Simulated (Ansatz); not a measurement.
# CH6AlBTe: one species, many methods

One table from this session's results is given with a row withheld; the runs are named, their logs left out.

Computed with Ansatz 0.2.0, Gaussian basis. Level: functionals in def2-TZVPP, the program's frozen cores in correlated methods.

The runs, in order: LDA (SPW92), PBE-D4, revPBE-D4, BLYP-D4, r2SCAN-D4, B97M-V, PBE0-D4, B3LYP-D4, r2SCANh-D4, r2SCAN0-D4, HSE06-D4, BHLYP-D4, CAM-B3LYP-D4, LC-ωPBE, ωB97X-V, ωB97M-V, B2PLYP, PBE-QIDH; CCSD(T)/def2-SVP; CCSD(T)/def2-TZVPP; MP2/def2-QZVPP; extrapolation to the limit; RPA on PBE.

## The relaxed structure

An earlier PBE0-D4 in a triple-zeta def2 set relaxation fixed the geometry. Te takes the def2 core potential; no spin-orbit term is included.

SMILES `CB[Te][AlH2]`, 10 atoms, charge 0, spin multiplicity 1.

Atoms are counted from 1 here; the program's logs count them from 0.

Bond lengths: C1–B2 1.550 Å, C1–H5 1.089 Å, C1–H6 1.098 Å, C1–H7 1.097 Å, B2–Te3 2.155 Å, B2–H8 1.197 Å, Te3–Al4 2.534 Å, Al4–H9 1.583 Å, Al4–H10 1.583 Å. Angles: B2–C1–H5 116.8°, B2–C1–H6 108.4°, B2–C1–H7 108.9°, H5–C1–H6 108.6°, H5–C1–H7 108.8°, H6–C1–H7 104.7°, C1–B2–Te3 127.8°, C1–B2–H8 120.5°, Te3–B2–H8 111.7°, B2–Te3–Al4 100.5°, Te3–Al4–H9 116.5°, Te3–Al4–H10 121.6°, H9–Al4–H10 121.9°.

Set-up of the first run:

in.yaml

```yaml
crystal:
  periodic: [false, false, false]
  atoms:
    - {symbol: C, position_ang: [-0.989801, -0.006616, -1.093708]}
    - {symbol: B, position_ang: [-0.461880, -1.311464, -0.444008]}
    - {symbol: Te, position_ang: [0.989859, -1.505760, 1.136173]}
    - {symbol: Al, position_ang: [1.504354, 0.933045, 1.595080]}
    - {symbol: H, position_ang: [-0.601526, 0.930806, -0.697301]}
    - {symbol: H, position_ang: [-0.778363, -0.046159, -2.170481]}
    - {symbol: H, position_ang: [-2.085007, 0.006649, -1.025119]}
    - {symbol: H, position_ang: [-0.857324, -2.377838, -0.816258]}
    - {symbol: H, position_ang: [2.572034, 1.229703, 2.725083]}
    - {symbol: H, position_ang: [0.790754, 2.096534, 0.793537]}
basis:
  gaussian: {orbitals: def2-TZVPP}
hamiltonian: {xc: lda}
output: {orbitals: {seedname: orbitals}}
```

Steps of the session up to this table: LDA; PBE-D4 (GGA); revPBE-D4 (GGA); BLYP-D4 (GGA); r2SCAN-D4 (meta-GGA); B97M-V (meta-GGA); PBE0-D4 (hybrid); B3LYP-D4 (hybrid); r2SCANh-D4 (hybrid); r2SCAN0-D4 (hybrid); HSE06-D4 (hybrid); BHLYP-D4 (hybrid); CAM-B3LYP-D4 (range-separated); LC-ωPBE (range-separated); ωB97X-V (range-separated); ωB97M-V (range-separated); B2PLYP (double hybrid); PBE-QIDH (double hybrid).

One table of the session follows, with a row left open; its other results are not shown here.

It belongs to the step «Orbital energies across the functionals». 

```
  functional  HOMO (eV)  LUMO (eV)  gap (eV)
 LDA (SPW92)      -6.31      -2.97      3.34
      PBE-D4      -6.15      -2.74      3.41
   revPBE-D4      -6.09      -2.63      3.46
     BLYP-D4          ?          ?         ?
   r2SCAN-D4      -6.37      -2.46      3.91
      B97M-V      -6.32      -2.55      3.77
     PBE0-D4      -7.05      -1.95      5.10
    B3LYP-D4      -6.82      -2.10      4.72
  r2SCANh-D4      -6.70      -2.19      4.51
  r2SCAN0-D4      -7.20      -1.79      5.41
    HSE06-D4      -6.66      -2.32      4.34
    BHLYP-D4      -7.77      -1.08      6.68
CAM-B3LYP-D4      -8.15      -0.96      7.19
     LC-ωPBE      -9.38       0.06      9.45
     ωB97X-V      -9.10      -0.03      9.07
     ωB97M-V      -9.01      -0.26      8.74
```

**Question.** Estimate the row for BLYP-D4.

Worked estimate for «HOMO (eV)». Against the share of exact exchange, B3LYP-D4 (0.2, -6.82), BHLYP-D4 (0.5, -7.77) give a slope of -3.17 per unit share; at 0 the line stands at -6.19.

The run gave: HOMO (eV): -5.95; LUMO (eV): -2.56; gap (eV): 3.39. In «HOMO (eV)» the line misses by -0.24.
